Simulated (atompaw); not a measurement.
# Cu, PAW (atompaw): a sweep of the scale of all radii

One potential is built and tested. Then the scale of all radii is changed, to learn what it costs or gains.

Method: atompaw 4.2.0.5, PBE, scalar-relativistic.

1 further run of the same task is left out (it didn't finish).

## Step 1: The design

The settings as typed:

```
element                 : copper (Cu, Z = 29)
type                    : PAW
frozen core             : [Ar]
valence charge          : 11
reference configuration : 3d10 4s0 4p0 (charge +1)
partial waves           : 4s (bound, empty): rc 2.18 bohr; 4s channel at 3.65 Ry: rc 2.18 bohr; 4p (bound, empty): rc 2.18 bohr; 4p channel at 4.2 Ry: rc 2.18 bohr; 3d (bound): rc 0.96 bohr; 3d channel at 2.7 Ry: rc 0.96 bohr
local potential         : bessel scheme, radius 1.84 bohr
core correction         : smooth core density matched at 1.14 bohr
augmentation charge     : besselshape compensation charge, radius 1.70 bohr; PAW radius 2.18 bohr; waves and projectors: custom rrkj gramschmidtortho
```

## Step 2: The first potential

Cu.input reads:

```
Cu 29
GGA-PBE scalarrelativistic loggrid 1500 logderivrange -3 5 201
4 4 3 0 0 0
4 0 0
4 1 0
0 0 0
c
c
c
v
c
c
v
v
2
2.18 1.70 1.84 1.14
y
3.65
n
y
4.2
n
y
2.7
n
custom rrkj gramschmidtortho besselshape
bessel
2.18
2.18
2.18
2.18
0.96
0.96
PWSCFOUT
UPFDX 0.0125d0 UPFXMIN -7.d0 UPFZMESH 29.d0
END
```

Started as:

```sh
atompaw < Cu.input > Cu.log
```

The output, the file Cu (summary file):

```text
 Completed calculations for Cu (AE)

 Exchange-correlation type: GGA, Perdew-Burke-Ernzerhof

 Radial integration grid is logarithmic 
 r0 =   2.8831811E-04 h =   8.3612251E-03   n =      1500 rmax =   8.0000000E+01

 Scalar relativistic calculation

 AEatom converged in  33 iterations
   nz     =  29.00
   delta  =       8.457741463625E-17

 All Electron Orbital energies:         
  n  l      occupancy      energy
  1  0      2.0000000E+00 -6.5118376E+02
  2  0      2.0000000E+00 -7.8705812E+01
  3  0      2.0000000E+00 -9.0640125E+00
  4  0      0.0000000E+00 -8.7405789E-01
  2  1      6.0000000E+00 -6.8013575E+01
  3  1      6.0000000E+00 -5.9382623E+00
  4  1      0.0000000E+00 -4.8135636E-01
  3  2      1.0000000E+01 -1.0038858E+00

 Total energy
   Total                    :    -3309.09947436739094

 ---
 Completed calculations for Cu (SC)

 Exchange-correlation type: GGA, Perdew-Burke-Ernzerhof

 Radial integration grid is logarithmic 
 r0 =   2.8831811E-04 h =   8.3612251E-03   n =      1500 rmax =   8.0000000E+01

 Scalar relativistic calculation

 SCatom converged in   2 iterations
   nz     =  29.00
   delta  =       4.674034487343E-17

 Valence Electron Orbital energies:         
  n  l      occupancy      energy
   4  0      0.0000000E+00 -8.7405789E-01
   4  1      0.0000000E+00 -4.8135636E-01
   3  2      1.0000000E+01 -1.0038858E+00

 Total energy
   Total                    :    -3309.09947436200400
   Valence                  :     -212.40853703135238

 PAW parameters: 
       lmax =            2
         rc =    2.1958564727875727     
        irc =         1070
   rc_shape =    1.7086404162736382     
    rc_vloc =    1.8422013338738157     
    rc_core =    1.1437082572293396     
   Vloc: truncated form - Vps(r)=A.sin(qr)/r for r<rc
   Projector type: RRKJ pseudization + Gram-Schmidt ortho.
   Bessel compensation charge shape zeroed at   1.7086E+00

 Number of basis functions     6
 No.   n  nodes  l      Energy         Cp coeff         Occ
  1    4    3    0   -0.8740579E+00  0.1000000E+01  0.0000000E+00
  2  999    4    0    0.3650000E+01  0.1726943E+00  0.0000000E+00
  3    4    2    1   -0.4813564E+00  0.1000000E+01  0.0000000E+00
  4  999    3    1    0.4200000E+01  0.2705146E+00  0.0000000E+00
  5    3    0    2   -0.1003886E+01  0.1000000E+01  0.1000000E+02
  6  999    1    2    0.2700000E+01  0.1448283E+00  0.0000000E+00

 Eigenvalues of overlap operator (in the basis of projectors):
    1        1.25861887E-01
    2        7.32826428E-01
    3        9.18303980E-01
    4        3.05173200E+00
    5        6.89342571E+00
    6        7.79862751E+00

 Orbital leakage outside PAW augmentation regions
   orb  is_core?  %out_of_sphere
   1 0    T           0.00
   2 0    T          -0.00
   3 0    T           0.03
   4 0    F          61.55
   2 1    T           0.00
   3 1    T           0.12
   4 1    F          82.88
   3 2    F           5.42

 Summary of PAW energies
   Total valence energy     :   -212.40854063747622
   Smooth energy            :    106.53315706114751
   One center               :   -318.94169769862373
   Smooth kinetic           :     95.70907782560349
   Vloc energy              :     24.12466242433443
   Smooth exch-corr         :    -22.54473617816540
   One-center xc            :   -112.21706913072148
```

Run time: 3.1 s. Hardware: 1 thread, shared host.

All-electron and pseudo partial waves u(r) = r·R(r), from the program's wave files:

```csv
r (bohr),3d AE,3d PS,4s AE,4s PS
0.084,0.0702,0.0070,0.0550,0.0372
0.168,0.2897,0.0525,0.1734,0.0744
0.252,0.5396,0.1589,0.0586,0.1116
0.335,0.7407,0.3209,-0.1085,0.1481
0.419,0.8774,0.5158,-0.2327,0.1849
0.503,0.9520,0.7020,-0.2864,0.2215
0.587,0.9777,0.8426,-0.2779,0.2577
0.671,0.9697,0.9176,-0.2254,0.2935
0.755,0.9404,0.9296,-0.1462,0.3287
0.838,0.8994,0.8996,-0.0550,0.3628
0.922,0.8517,0.8518,0.0413,0.3965
1.006,0.8017,0.8017,0.1356,0.4292
1.090,0.7516,0.7516,0.2243,0.4608
1.174,0.7029,0.7029,0.3052,0.4909
1.258,0.6563,0.6563,0.3775,0.5195
1.342,0.6123,0.6123,0.4408,0.5463
1.425,0.5714,0.5714,0.4948,0.5709
1.509,0.5327,0.5327,0.5409,0.5936
1.593,0.4965,0.4965,0.5792,0.6139
1.677,0.4628,0.4628,0.6101,0.6316
1.761,0.4315,0.4315,0.6343,0.6466
1.845,0.4022,0.4022,0.6525,0.6588
1.928,0.3753,0.3753,0.6651,0.6678
2.012,0.3500,0.3500,0.6730,0.6739
2.096,0.3264,0.3264,0.6766,0.6768
2.180,0.3044,0.3044,0.6765,0.6765
```

## Step 3: Logarithmic derivatives

Taken from the files of the generation run. The phase is arctan(r·u′/u) with u = r·R, unwrapped, with energies in Ry. A pole is an energy at which the radial function vanishes at the test radius. The pseudo phase is shifted by a multiple of π to meet the all-electron one at the reference energy. Levels narrower than the energy grid can be missing from the poles. The last column is the largest difference on the grid between −1 and +1 Ry.

| channel | radius (bohr) | reference (Ry) | poles AE | poles PS | window around the reference with phases within 0.05 rad (Ry) | largest difference near zero (rad) |
| --- | --- | --- | --- | --- | --- | --- |
| s | 2.20 | -0.87 | 2.00 | 2.00 | the whole range | 0.000 |
| p | 2.20 | -0.48 | 3.30 | 3.29 | the whole range | 0.002 |
| d | 2.20 | -1.00 | -0.80 | -0.80 | the whole range | 0.001 |

Phases (rad) along the scan:

| E (Ry) | p AE | p PS | d AE | d PS |
| --- | --- | --- | --- | --- |
| -3.00 | 1.263 | 1.261 | 1.295 | 1.295 |
| -2.52 | 1.225 | 1.223 | 1.262 | 1.262 |
| -2.04 | 1.172 | 1.170 | 1.209 | 1.209 |
| -1.56 | 1.092 | 1.091 | 1.078 | 1.079 |
| -1.08 | 0.958 | 0.957 | -0.492 | -0.492 |
| -0.60 | 0.699 | 0.699 | -1.717 | -1.716 |
| -0.12 | 0.151 | 0.151 | -1.867 | -1.867 |
| 0.36 | -0.607 | -0.609 | -1.984 | -1.983 |
| 0.84 | -1.061 | -1.063 | -2.141 | -2.140 |
| 1.32 | -1.277 | -1.279 | -2.428 | -2.427 |
| 1.80 | -1.396 | -1.397 | -3.023 | -3.022 |
| 2.28 | -1.471 | -1.472 | -3.779 | -3.779 |
| 2.76 | -1.524 | -1.525 | -4.204 | -4.204 |
| 3.24 | -1.566 | -1.567 | -4.407 | -4.407 |
| 3.72 | -1.602 | -1.602 | -4.521 | -4.520 |
| 4.20 | -1.634 | -1.634 | -4.593 | -4.593 |
| 4.68 | -1.666 | -1.666 | -4.646 | -4.645 |

## Step 4: Plane-wave convergence, by spherical Bessel functions

This step uses the generator's waves and projectors in a separate script. Basis: spherical Bessel functions vanishing at 20 bohr, q² up to the cutoff; potential fixed at the reference.

All-electron valence levels (Ry): 4s -0.8741, 4p -0.4814, 3d -1.0039. The lowest levels of each channel (Ry) by cutoff; the last column sums, over occupied levels, occupation times the distance from the level at 400 Ry. A positive value at high cutoff is not a bound level.

```
cutoff (Ry)     s #1     p #1     d #1     f #1  Σ f·Δε (mRy)
          8  -0.8739  -0.4813  -0.1716  -0.0461        8321.6
         15  -0.8740  -0.4813  -0.1784  -0.0461        8254.4
         25  -0.8741  -0.4814  -0.1931  -0.0461        8107.3
         40  -0.8741  -0.4814  -0.3084  -0.0461        6953.8
         55  -0.8741  -0.4814  -0.6416  -0.0461        3621.8
         80  -0.8741  -0.4814  -0.9424  -0.0461         614.0
        110  -0.8741  -0.4814  -1.0014  -0.0461          24.2
        160  -0.8741  -0.4814  -1.0030  -0.0461           7.6
        230  -0.8741  -0.4814  -1.0037  -0.0461           1.3
        260  -0.8741  -0.4814  -1.0037  -0.0461           0.8
        350  -0.8741  -0.4814  -1.0038  -0.0461           0.2
        400  -0.8741  -0.4814  -1.0038  -0.0461           0.0
```

The sum stays within 10 mRy from 160 Ry and within 1 mRy from 260 Ry. The sum leaves out empty levels, which can need more. Ghost test: no level below the all-electron spectrum of its channel (s, p, d, f tested).

## Step 5: Now with scale of all radii = 1.35

Cu.input: that of step 2 with these lines changed.

```diff
@@ -15,3 +15,3 @@
 2
-2.18 1.70 1.84 1.14
+2.94 2.30 2.46 1.52
 y
@@ -27,8 +27,8 @@
 bessel
-2.18
-2.18
-2.18
-2.18
-0.96
-0.96
+2.94
+2.94
+2.94
+2.94
+1.30
+1.30
 PWSCFOUT
```

Started as:

```sh
atompaw < Cu.input > Cu.log
```

The output, the file Cu (summary file):

```text
 Completed calculations for Cu (AE)

 Exchange-correlation type: GGA, Perdew-Burke-Ernzerhof

 Radial integration grid is logarithmic 
 r0 =   2.8831811E-04 h =   8.3612251E-03   n =      1500 rmax =   8.0000000E+01

 Scalar relativistic calculation

 AEatom converged in  33 iterations
   nz     =  29.00
   delta  =       8.457741463625E-17

[... all-electron levels as in step 2 ...]

 Total energy
   Total                    :    -3309.09947436739094

 ---
 Completed calculations for Cu (SC)

 Exchange-correlation type: GGA, Perdew-Burke-Ernzerhof

 Radial integration grid is logarithmic 
 r0 =   2.8831811E-04 h =   8.3612251E-03   n =      1500 rmax =   8.0000000E+01

 Scalar relativistic calculation

 SCatom converged in   2 iterations
   nz     =  29.00
   delta  =       4.674034487343E-17

 Valence Electron Orbital energies:         
  n  l      occupancy      energy
   4  0      0.0000000E+00 -8.7405789E-01
   4  1      0.0000000E+00 -4.8135636E-01
   3  2      1.0000000E+01 -1.0038858E+00

 Total energy
   Total                    :    -3309.09947436200400
   Valence                  :     -212.40853703135238

 PAW parameters: 
       lmax =            2
         rc =    2.9424670223776674     
        irc =         1105
   rc_shape =    2.3088416256513757     
    rc_vloc =    2.4685818063193552     
    rc_core =    1.5198624994222081     
   Vloc: truncated form - Vps(r)=A.sin(qr)/r for r<rc
   Projector type: RRKJ pseudization + Gram-Schmidt ortho.
   Bessel compensation charge shape zeroed at   2.3088E+00

 Number of basis functions     6
 No.   n  nodes  l      Energy         Cp coeff         Occ
  1    4    3    0   -0.8740579E+00  0.1000000E+01  0.0000000E+00
  2  999    4    0    0.3650000E+01  0.3790467E+00  0.0000000E+00
  3    4    2    1   -0.4813564E+00  0.1000000E+01  0.0000000E+00
  4  999    3    1    0.4200000E+01  0.1185168E+01  0.0000000E+00
  5    3    0    2   -0.1003886E+01  0.1000000E+01  0.1000000E+02
  6  999    1    2    0.2700000E+01  0.5952129E+00  0.0000000E+00

 Eigenvalues of overlap operator (in the basis of projectors):
    1        2.32938526E-02
    2        3.24019088E-02
    3        3.23586385E-01
    4        5.63331972E-01
    5        2.99713804E+00
    6        4.42785547E+00

 Orbital leakage outside PAW augmentation regions
   orb  is_core?  %out_of_sphere
   1 0    T           0.00
   2 0    T           0.00
   3 0    T           0.00
   4 0    F          31.50
   2 1    T           0.00
   3 1    T           0.00
   4 1    F          59.62
   3 2    F           1.56

 Summary of PAW energies
   Total valence energy     :   -212.40853769553297
   Smooth energy            :     53.40936973393674
   One center               :   -265.81790742946970
   Smooth kinetic           :     50.86919214673856
   Vloc energy              :     10.27072593710871
   Smooth exch-corr         :     -9.86606202751359
   One-center xc            :   -124.89574328137330
```

It took 2.7 s on 1 thread, shared host.

Compared with the first run, the loose cutoff goes from 160 Ry to 70 Ry and there is no bound ghost.

## Step 6: Results

Cutoffs, loose and tight: the cutoffs (Ry, on a coarse ladder) from which the occupation-weighted sum of valence levels, in a spherical-Bessel basis at the reference potential, stays within 10 and 1 mRy of its value at 400 Ry; empty and scattering waves don't count. The number of plane waves in a given cell goes as the cutoff to the power 3/2; it is given for the loose cutoff, relative to the first potential. The phase difference is the largest within 1 Ry of zero, over the channels with partial waves.

```csv
scale of all radii,outcome,"cutoff, loose","cutoff, tight","plane waves, relative",bound ghosts,phase difference near zero (rad),lowest overlap eigenvalue (Bessel basis)
1 (first),generated,160 Ry,260 Ry,1.00,none,0.002,0.713
1.35,generated,70 Ry,110 Ry,0.29,none,0.024,0.172
```

**Reading.** The loose cutoff is 160 Ry at 1 and 70 Ry at 1.35.

The first potential by itself. The potential is very hard: the looser tolerance needs 160 Ry. The Bessel-basis test finds no level below the valence levels. Near zero energy the phases of the channels with partial waves agree within 0.002 rad.
